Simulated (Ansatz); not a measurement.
This script for the Python package of Ansatz (0.2.0) starts 5 runs on LuAl₃, space group Pm-3m. What input does the engine get in each?

`lual3.py`:
```python
"""k-point test for LuAl3."""

import warnings

import ansatz as az
from ase import Atoms

warnings.simplefilter("ignore", az.DeckWarning)

atoms = Atoms(
    ["Lu", "Al", "Al", "Al"],
    scaled_positions=[
        [0.0, 0.0, 0.0],
        [0.0, 0.5, 0.5],
        [0.5, 0.5, 0.0],
        [0.5, 0.0, 0.5],
    ],
    cell=[
        [4.16854, 0.0, 0.0],
        [0.0, 4.16854, 0.0],
        [0.0, 0.0, 4.16854],
    ],
    pbc=True,
)
structure = az.Crystal.from_ase(atoms)

model = (
    structure.calculation()
    .functional("r2scan")
    .pseudopotentials("nc")
    .accuracy("medium")
    .occupations(az.OccupationsMethod.FERMI_DIRAC)
    .scf(tolerance=1e-07, max_iterations=100, self_checks="high")
    .band_table()
)

rows = []
for value in [(2, 2, 2), (3, 3, 3), (4, 4, 4), (6, 6, 6), (7, 7, 7)]:
    r = model.kpoints(*value).run().report
    rows.append((value, r["free_energy_ev"] / len(r["lattice"]["sites"]), r["n_iterations"], r["gap_by_band_count_ev"], r["n_kpoints"]))

print("        mesh   F/atom (eV)    iterations  gap by band count (eV)      k-points")
for row in rows:
    print(f"{str(row[0]):>12s}  {row[1]:12.5f}  {row[2]:12d}  {row[3]:22.3f}  {row[4]:12d}")

# differences from the last row
for row in rows[:-1]:
    shift = 1000 * (row[1] - rows[-1][1])
    print(f"{row[0]}: {shift:+.2f} meV/atom" + ("  (within 1 meV)" if abs(shift) < 1 else ""))
```

Run 1:
```yaml
crystal:
  lattice:
    - [4.16854, 0.0, 0.0]
    - [0.0, 4.16854, 0.0]
    - [0.0, 0.0, 4.16854]
  atoms:
    - { symbol: Lu, position: [0.0, 0.0, 0.0] }
    - { symbol: Al, position: [0.0, 0.5, 0.5] }
    - { symbol: Al, position: [0.5, 0.5, 0.0] }
    - { symbol: Al, position: [0.5, 0.0, 0.5] }
accuracy: medium
kpoints:
  mp_grid:
    grid: [2, 2, 2]
hamiltonian:
  xc: r2scan
  pseudopotentials:
    kind: nc
scf:
  max_iter: 100
  self_checks: high
  convergence:
    dr2_threshold: 1.0e-07
  occupations:
    method: fermi_dirac
output:
  eigenvalues: true
```

Run 2, against run 1:
```diff
-    grid: [2, 2, 2]
+    grid: [3, 3, 3]
```

Run 3, against run 1:
```diff
-    grid: [2, 2, 2]
+    grid: [4, 4, 4]
```

Run 4, against run 1:
```diff
-    grid: [2, 2, 2]
+    grid: [6, 6, 6]
```

Run 5, against run 1:
```diff
-    grid: [2, 2, 2]
+    grid: [7, 7, 7]
```

`python lual3.py` gives:
```text
        mesh   F/atom (eV)    iterations  gap by band count (eV)      k-points
   (2, 2, 2)   -1773.03388             8                  -3.589             4
   (3, 3, 3)   -1773.31395             8                  -1.384             4
   (4, 4, 4)   -1773.33305             9                  -3.657            10
   (6, 6, 6)   -1773.35953             9                  -3.649            20
   (7, 7, 7)   -1773.36161             8                  -3.716            20
(2, 2, 2): +327.74 meV/atom
(3, 3, 3): +47.66 meV/atom
(4, 4, 4): +28.56 meV/atom
(6, 6, 6): +2.09 meV/atom
```

Caveats:
- Such functionals run on norm-conserving files made under PBE, which can move pressures by some GPa.
- A gap by band count of zero or less means overlapping bands, a metal.
- This cell is a computed structure, which may not be the phase found in nature.
- Levels are Kohn-Sham eigenvalues on this mesh, without spin-orbit coupling.
- Shifts are counted from the finest mesh, which is itself no proven limit.

(Lines on the test bed's own set-up are left out of the output.)
